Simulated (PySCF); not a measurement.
# SnH₃⁺: a search over shapes

Which structure of SnH₃⁺ lies lowest? The starts are trigonal planar, trigonal pyramidal and T-shaped; the spin state tried: singlet. Each end point is tested by its vibrations.

Method: PBE0, basis Sn def2-TZVP with ECP28, H def2-TZVP, scalar-relativistic core potentials, no spin–orbit coupling, density fitting; program: PySCF 2.14.0.

### Step 1. Where the work starts

4 atoms, charge 1, spin multiplicity 1.

Bond lengths: Sn1–H2 1.686 Å, Sn1–H3 1.686 Å, Sn1–H4 1.686 Å. Angles: H2–Sn1–H3 120.0°, H2–Sn1–H4 120.0°, H3–Sn1–H4 120.0°.

```xyz
4
charge 1 multiplicity 1
Sn    0.0000    0.0000    0.0000
H     1.6856    0.0000    0.0000
H    -0.8428    1.4598    0.0000
H    -0.8428   -1.4598    0.0000
```

### Step 2. Relaxing the singlet from the trigonal planar start

One driver script runs all steps and calls PySCF; scf.py shows how it sets up the SCF of each step. The optimiser is the driver's own. Before each start the driver seeks the lowest SCF state from one or more starting densities and follows internal instabilities, so scf.py alone need not reach the same state.

The program finds D3h symmetry in the start, which this walk keeps. The walk stops when the largest gradient is under 0.0003 Eh/bohr and the energy has settled too.

File scf.py:

```python
from pyscf import gto, scf, dft
mol = gto.M(atom='''
Sn     0.000000     0.000000    -0.000000
H      1.685616    -0.000014    -0.000000
H     -0.842796     1.459793     0.000000
H     -0.842820    -1.459779     0.000000''',
    basis={'Sn': 'def2-TZVP', 'H': 'def2-TZVP'},
    ecp={'Sn': 'def2-TZVP'},
    charge=1, spin=0)
mf = dft.RKS(mol, xc='PBE0')
mf.grids.atom_grid = (50, 194)
aux = {'Sn': 'def2-universal-JKFIT', 'H': 'def2-universal-JKFIT'}
mf = mf.density_fit(auxbasis=aux)
mf.kernel()
```

Further steps of the session: Frequencies; Relaxing the singlet from the trigonal pyramidal start; T-shaped start, singlet: relaxation.

What does the calculation give? Wanted: lowest minimum; geometry; wavenumbers; dipole moment; highest occupied, lowest empty level; polar-tensor charge of Sn1; zero-point energy.

The runs gave:

```
                            quantity                                        value
                      lowest minimum                                 singlet, D3h
                            geometry        Sn–H 1.686 Å (×3); H–Sn–H 120.0° (×3)
                  wavenumbers (cm⁻¹)  676 (a2''), 678 (e'), 2002 (a1'), 2053 (e')
      dipole moment (centre of mass)                                       0.00 D
highest occupied, lowest empty level                             -16.10, -9.39 eV
          polar-tensor charge of Sn1                                      +1.35 e
                   zero-point energy                                  48.7 kJ/mol
                 entropy at 298.15 K                              227.8 J/(mol K)
```

**Reading.** The lowest minimum found is the singlet of D3h symmetry. The strongest infrared band lies at 678 cm⁻¹ (e', bend). A search over typed starts can miss a lower isomer.
